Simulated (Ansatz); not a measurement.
# Cd2S (P3m1) in Ansatz: notebook

One crystal, Cd2S, is run at these levels: PBEsol; tasks: band structure.

Program: Ansatz 0.2.0. These are calculated values, not measurements. Logs are shortened: lines on timing, memory, paths and dates and some standing lists are left out, and cuts for length are marked.

## Step 1: The cell of the first run

The structure is trigonal, space group P3m1 (No. 156). The conventional cell has a = 3.963 Å, b = 3.963 Å, c = 5.809 Å, α = 90.00°, β = 90.00°, γ = 120.00°. Around Cd (site symmetry 3m) lie 1 S at 2.52 Å. Around Cd (site symmetry 3m) lie 3 S at 2.60 Å. S (site symmetry 3m) has 4 Cd at 2.52 to 2.60 Å as nearest neighbours.

The cell comes from a database or a generator and needn't be the stable form of this composition.

## Step 2: Band structure, PBEsol (strain_xy = 0)

Input file input.yaml:

```yaml
crystal:
  lattice:
    - [3.962670049, 0.0, 0.0]
    - [-1.9813350245, 3.4317729293, 0.0]
    - [0.0, 0.0, 5.809192]
  atoms:
    - { symbol: Cd, position: [0.3333333333, 0.6666666667, 0.932717] }
    - { symbol: Cd, position: [0.6666666667, 0.3333333333, 0.578735] }
    - { symbol: S, position: [0.3333333333, 0.6666666667, 0.365705] }
kpoints:
  mp_grid: { grid: [8, 8, 5] }
  band_path:
    path:
      - [0.0, 0.0, 0.0]
      - [0.5, 0.0, 0.0]
      - [0.3333333333, 0.3333333333, 0.0]
      - [0.0, 0.0, 0.0]
      - [0.0, 0.0, 0.5]
      - [0.5, 0.0, 0.5]
      - [0.3333333333, 0.3333333333, 0.5]
      - [0.0, 0.0, 0.5]
    npoints: 10
scf:
  occupations: { method: fermi_dirac, width: 0.05 }
hamiltonian:
  xc: pbesol
  pseudopotentials: { kind: all_electron, lapw: { basis_error: 0.002 } }
output:
  forces: true
  stress: true
  eigenvalues: true
```

Potentials or basis: all-electron LAPW, scalar-relativistic.

Started as:

```console
$ ansatz run input.yaml --threads 2 --pin off --max-ram 8192MiB --backend cpu --events-out ev --progress --plain --runs-dir out
```

The program printed:

```text
Warning: RAYON_NUM_THREADS=2 ignored (pool sized by the plan → 2); use --threads N
LAPW: plane waves up to 7.757 Å⁻¹, error target 2.0e-3 eV per atom; small_component_spin mean_spin; S in spheres of 1.088 Å, 14 of its electrons in bands, Dirac shells []; Cd in spheres of 1.427 Å, 20 of its electrons in bands, Dirac shells [] (how accurate: hamiltonian.pseudopotentials.lapw.basis_error, Limitations)
Engine: ansatz 0.2.0, aarch64-unknown-linux-gnu
Pseudopotentials: kind: all_electron
Pseudopotential: Cd, LAPW, valence charge 20, lapw/all_electron/scalar/gaussian/Cd, Koelling and Harmon's equation, gaussian nucleus
Pseudopotential: S, LAPW, valence charge 14, lapw/all_electron/scalar/gaussian/S, Koelling and Harmon's equation, gaussian nucleus
Functional definition: PBEsol
  exchange = pbesol_x
  correlation = pbesol_c
Crystal: 3 atoms, lattice volume = 78.999 Å³
Basis set: ecut = 229.26013271418785 eV, 615 PW (Γ), exchange–correlation at level 2
Bands: 33, of which v1, the nominal top of the filled ones, is band 27 counted from 1 (26 counted from 0)
Symmetry: 6 space group operations
Space group: P3m1 (ITA 156), of the structure as read, at distance tolerance 4.3e-5 Å
k-points: 40 of 320 (time reversal used)
Non-local potential: Cd, projectors of the file, none
Non-local potential: S, projectors of the file, none
Initial density: superposition of atomic densities (chi_scale 0.1, normalization cell, long waves kept (reshape's long-wave potential 0.19 eV rms))
Initial wavefunctions: plane waves of lowest kinetic energy (no species holds an atomic orbital)
Functional: x = pbesol(κ = 0.804, μ = 0.12345679012345678), c = pbesol(β = 0.046)
iter 1 solved again at ethr=3.99e-3 eV; its pass at ethr=1.00e-1 eV (dr2=2.15e0 eV) is discarded
SCF iter   1: F=—  HF=-315176.922595 eV  |F-HF|=—  |Δ(HF+E_count)|=         —  Δρ=3.20e-2  dr2=2.16e0  ethr=3.99e-3  ⟨swp⟩=2.0  Hψ=8673  notcnv=0
preconditioner: auto → Resta (q_TF=auto, 2.561 Å⁻¹)  ε∞=5.0  [insulator: Δε(μ)=0.265 eV  Ē_g=11.483 eV  σ=0.050 eV  W_gap=0.86  n_scr=22 (ndim 8)  ℏωp=22.9 eV  f_vac=0.129  D(μ)=0.13/eV (n_scr^D=0)  ε∞_Penn≈5.0]
SCF iter   2: F=—  HF=-315176.235728 eV  |F-HF|=—  |Δ(HF+E_count)|=   6.87e-1  Δρ=1.20e-2  dr2=2.81e-1  ethr=3.99e-3  ⟨swp⟩=3.0  Hψ=4080  notcnv=0
SCF iter   3: F=—  HF=-315176.174194 eV  |F-HF|=—  |Δ(HF+E_count)|=   6.15e-2  Δρ=6.78e-3  dr2=8.15e-2  ethr=5.20e-4  ⟨swp⟩=2.1  Hψ=3923  notcnv=0
iter 4 solved again at ethr=1.01e-5 eV; its pass at ethr=1.51e-4 eV (dr2=5.46e-3 eV) is discarded
SCF iter   4: F=—  HF=-315176.157618 eV  |F-HF|=—  |Δ(HF+E_count)|=         —  Δρ=2.03e-3  dr2=5.44e-3  ethr=1.01e-5  ⟨swp⟩=2.0  Hψ=6621  notcnv=0
the basis was enlarged: its passes take 61.5 KiB over the memory plan, 2 of 2 planned eigensolver slots
SCF iter   5: F=—  HF=-315176.154614 eV  |F-HF|=—  |Δ(HF+E_count)|=   3.00e-3  Δρ=7.83e-4  dr2=6.82e-4  ethr=1.01e-5  ⟨swp⟩=2.3  Hψ=3697  notcnv=0
SCF iter   6: F=—  HF=-315176.154920 eV  |F-HF|=—  |Δ(HF+E_count)|=   3.06e-4  Δρ=2.16e-4  dr2=7.79e-5  ethr=1.26e-6  ⟨swp⟩=2.2  Hψ=3693  notcnv=0
SCF iter   7: F=—  HF=-315176.154939 eV  |F-HF|=—  |Δ(HF+E_count)|=   1.88e-5  Δρ=1.04e-4  dr2=1.72e-5  ethr=1.44e-7  ⟨swp⟩=2.8  Hψ=3729  notcnv=0
SCF iter   8: F=—  HF=-315176.154927 eV  |F-HF|=—  |Δ(HF+E_count)|=   1.23e-5  Δρ=3.98e-5  dr2=1.97e-6  ethr=3.19e-8  ⟨swp⟩=3.0  Hψ=3752  notcnv=0
SCF iter   9: F=—  HF=-315176.154929 eV  |F-HF|=—  |Δ(HF+E_count)|=   1.93e-6  Δρ=1.26e-5  dr2=2.00e-7  ethr=3.65e-9  ⟨swp⟩=3.0  Hψ=3871  notcnv=0
SCF iter  10: F=-315176.154929 eV  HF=-315176.154929 eV  |F-HF|=7.92e-9  |Δ(HF+E_count)|=   2.36e-7  Δρ=3.62e-6  dr2=2.48e-8  ethr=3.70e-10  ⟨swp⟩=3.0  Hψ=3887  notcnv=0
SCF 1 converged in 10 iterations: F = -315176.154929 eV  dr2 = 2.48e-8
NSCF: frozen V_eff on 71 k-points
SCF converged after 10 iterations
Free energy (F): -315176.154929 eV
Harris-Foulkes:  -315176.154929 eV  (|F-HF|=7.92e-9)
Internal energy: -315176.153210 eV  (E = F + TS)
E sigma→0 (E₀):  -315176.154070 eV
Entropy (-TS):   -0.001718 eV (-0.573 meV/atom)
Fermi energy:    8.878510 eV
--- Per-component energies (eV) ---
  E_band       = -2201.562303
  E_kinetic    = 329666.404948
  E_xc         = -8955.033451
  E_electrostatic = -635887.524707  (all electrons and nuclei)
  E_smearing   = -0.001718  (= −TS)
  E_closure    = 0.000000  (closes the sum)
  E_atoms      = -315168.904707  (free atoms, spherical and without spin; not in F)
  Σ components = -315176.154929   (vs F -315176.154929, Δ=0.00e0)
  Basis errors (estimates in eV, not in F): energy 8.4e-4 per atom: plane waves 7.7e-4 (4.5e-4 summed), levels above the bands 4.6e-73, relativity 1.6e-8, radial functions 7.4e-5, core shells 2.3e-7; eigenvalues (radial functions only) 3.6e-6; not estimated: angular momenta, meshes, grids; target (lapw.basis_error) 2.0e-3; muffin-tin radii S 1.088 Å, Cd 1.427 Å
--- Forces (eV/Å), atoms counted from 1 ---
  atom   1  Cd     0.00000000     0.00000000     0.02764666
  atom   2  Cd     0.00000000    -0.00000000    -0.14264908
  atom   3  S      0.00000000     0.00000000     0.11494330
  max |Σ_I F_I| component: 5.91e-5 eV/Å
--- Stress (GPa, compression-positive) ---
       -2.724249       0.000000       0.000000
        0.000000      -2.724249      -0.000000
        0.000000      -0.000000      -3.535984
  P = ⅓ Tr σ = -2.9948 GPa (-29.948 kbar)
--- Band table (eV; the first three rows and the last of 40) ---
  k-point 0: bands = ["-195.8017", "-140.9004", "-140.8391", "-140.8391", "-93.3024", "-93.0641", "-54.4047", "-54.4047", "-54.3665", "-54.1603", "-54.1529", "-54.1529", "-3.8459", "0.4668", "0.4668", "0.5541", "0.5541", "0.6357", "0.8066", "0.8429", "0.8429", "1.1911", "1.1911", "4.3085", "5.0875", "8.0902", "8.0902", "11.8961", "13.7496", "15.5294", "15.5294", "17.0391", "17.0391"]
  k-point 1: bands = ["-195.8017", "-140.9004", "-140.8391", "-140.8391", "-93.3024", "-93.0641", "-54.4047", "-54.4047", "-54.3665", "-54.1603", "-54.1529", "-54.1529", "-3.8070", "0.4503", "0.4612", "0.4612", "0.5402", "0.5402", "0.8648", "0.8648", "0.9398", "1.1884", "1.1884", "3.4878", "6.3507", "8.1169", "8.1169", "11.4609", "13.6718", "15.4011", "15.4011", "16.8121", "16.8121"]
  k-point 2: bands = ["-195.8017", "-140.9004", "-140.8391", "-140.8391", "-93.3024", "-93.0641", "-54.4047", "-54.4047", "-54.3665", "-54.1603", "-54.1529", "-54.1529", "-3.7407", "0.2430", "0.4552", "0.4552", "0.5167", "0.5167", "0.8998", "0.8998", "1.0606", "1.1822", "1.1822", "2.9140", "8.0854", "8.1611", "8.1611", "10.3050", "13.4925", "15.1609", "15.1609", "16.6683", "16.6683"]
  k-point 39: bands = ["-195.8017", "-140.9004", "-140.8391", "-140.8391", "-93.3024", "-93.0641", "-54.4054", "-54.4052", "-54.3664", "-54.1603", "-54.1535", "-54.1533", "-3.3526", "0.3349", "0.4463", "0.5672", "0.6571", "0.7489", "0.8706", "0.8946", "1.0425", "1.0778", "1.4419", "4.8648", "5.4045", "6.3513", "8.4010", "10.0986", "10.7241", "13.8082", "14.5207", "15.3577", "17.1646"]
```

Wall time 22 s (2 threads of Arm Neoverse V2, shared host); peak memory 0.35 GiB.

What came out:

| Quantity | Value |
| --- | --- |
| Free energy | -315176.1549 eV |
| Pressure | -3.0 GPa |
| Largest force | 0.143 eV/Å |
| Band gap on the k mesh | 0.22 eV, indirect (least direct gap 0.56 eV) |
| Band gap along the path | 0.63 eV, indirect (least direct gap 1.26 eV) |

Forces on the atoms (eV/Å):
```
Cd   0.000  0.000  0.028
Cd   0.000  0.000 -0.143
S    0.000  0.000  0.115
```

Stress tensor (GPa, compression positive):
```
-2.72  0.00  0.00
 0.00 -2.72  0.00
 0.00  0.00 -3.54
```

Levels at the corners of the path, in eV from the valence-band top:
| point | band 24 | band 25 | band 26 | band 27 | band 28 | band 29 | band 30 | band 31 |
| --- | --- | --- | --- | --- | --- | --- | --- | --- |
| Γ | -4.41 | -3.63 | -0.63 | -0.63 | 3.18 | 5.03 | 6.81 | 6.81 |
| M | -4.40 | -2.93 | -1.51 | -1.19 | 0.63 | 3.17 | 4.71 | 5.86 |
| K | -4.10 | -2.90 | -2.71 | -0.35 | 0.91 | 2.56 | 4.15 | 4.74 |
| Γ | -4.41 | -3.63 | -0.63 | -0.63 | 3.18 | 5.03 | 6.81 | 6.81 |
| A | -5.88 | -0.55 | -0.55 | -0.13 | 1.16 | 4.74 | 6.40 | 6.40 |
| L | -4.00 | -3.66 | -1.30 | -0.92 | 1.64 | 3.37 | 4.51 | 5.68 |
| H | -3.78 | -3.27 | -2.51 | -0.28 | 1.15 | 2.13 | 5.16 | 5.67 |
| A | -5.88 | -0.55 | -0.55 | -0.13 | 1.16 | 4.74 | 6.40 | 6.40 |

## Step 3: Band structure, PBEsol, 24.27 Å³/atom (strain_xy = -0.04)

Changes to input.yaml since step 2:

```diff
@@ -2,4 +2,4 @@
   lattice:
-    - [3.962670049, 0.0, 0.0]
-    - [-1.9813350245, 3.4317729293, 0.0]
+    - [3.804163247, 0.0, 0.0]
+    - [-1.9020816235, 3.2945020121, 0.0]
     - [0.0, 0.0, 5.809192]
```

Potentials or basis: all-electron LAPW, scalar-relativistic.

Started as:

```console
$ ansatz run input.yaml --threads 2 --pin off --max-ram 8192MiB --backend cpu --events-out ev --progress --plain --runs-dir out
```

Wall time 22 s (2 threads of Arm Neoverse V2, shared host); peak memory 0.35 GiB.

It converged, with:

- Free energy: -315176.1955 eV
- Pressure: 0.1 GPa
- Largest force: 0.307 eV/Å
- Band gap on the k mesh: 0.16 eV, indirect (least direct gap 0.60 eV)
- Band gap along the path: 0.57 eV, indirect (least direct gap 1.09 eV)

## Step 4: Band structure, PBEsol, 25.29 Å³/atom (strain_xy = -0.02)

Changes to input.yaml since step 3:

```diff
@@ -2,4 +2,4 @@
   lattice:
-    - [3.804163247, 0.0, 0.0]
-    - [-1.9020816235, 3.2945020121, 0.0]
+    - [3.883416648, 0.0, 0.0]
+    - [-1.941708324, 3.3631374707, 0.0]
     - [0.0, 0.0, 5.809192]
```

Started as:

```console
$ ansatz run input.yaml --threads 2 --pin off --max-ram 8192MiB --backend cpu --events-out ev --progress --plain --runs-dir out
```

It took 22 s on 2 threads of Arm Neoverse V2, shared host; peak memory 0.35 GiB.

Results (log left out):

| Quantity | Value |
| --- | --- |
| Free energy | -315176.1931 eV |
| Pressure | -1.6 GPa |
| Largest force | 0.082 eV/Å |
| Band gap on the k mesh | 0.19 eV, indirect (least direct gap 0.57 eV) |
| Band gap along the path | 0.61 eV, indirect (least direct gap 1.18 eV) |
